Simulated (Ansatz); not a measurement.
# Cs: the cost of one run

Program: Ansatz 0.2.0. Level of theory: DFT PBEsol, scalar-relativistic, plane waves, PAW. These are calculated values, not measurements.

1 further run of the same task is left out (set aside as unsound or not needed).

**1. The structure to begin with**

It takes space group Im-3m (No. 229, cubic). Conventional cell: a = 6.045 Å, b = 6.045 Å, c = 6.045 Å, α = 90.00°, β = 90.00°, γ = 90.00°.

As a file:

```xyz
1
Lattice="-3.0225 3.0225 3.0225 3.0225 -3.0225 3.0225 3.0225 3.0225 -3.0225" Properties=species:S:1:pos:R:3 pbc="T T T"
Cs    0.0000    0.0000    0.0000
```

The structure comes from the Crystallography Open Database.

**2. A distortion that keeps the symmetry**

What differs from the listed cell: strain xx, yy, zz, yz, xz, xy = +0.2, +0.2, +0.2, +0.0, +0.0, +0.0 %.

input.yaml

```yaml
crystal:
  lattice:
    - [-3.0279405, 3.0279405, 3.0279405]
    - [3.0279405, -3.0279405, 3.0279405]
    - [3.0279405, 3.0279405, -3.0279405]
  atoms:
    - { symbol: Cs, position: [0.0, 0.0, 0.0] }
basis:
  ecutwfc: 420
kpoints:
  mp_grid: { grid: [10, 10, 10] }
hamiltonian:
  xc: pbesol
scf:
  occupations: { method: gaussian, width: 0.1 }
output:
  forces: true
  stress: true
  eigenvalues: true
```

The run is started by

```
ansatz run input.yaml --threads 1 --pin off --max-ram 1331MiB --backend cpu --events-out ev --progress --plain --runs-dir out
```

**Question.** How long does this run take on 1 thread of an x86-64 CPU, shared host, and how much memory does it need?

About 5.3 s, with a peak of 0.39 GiB.
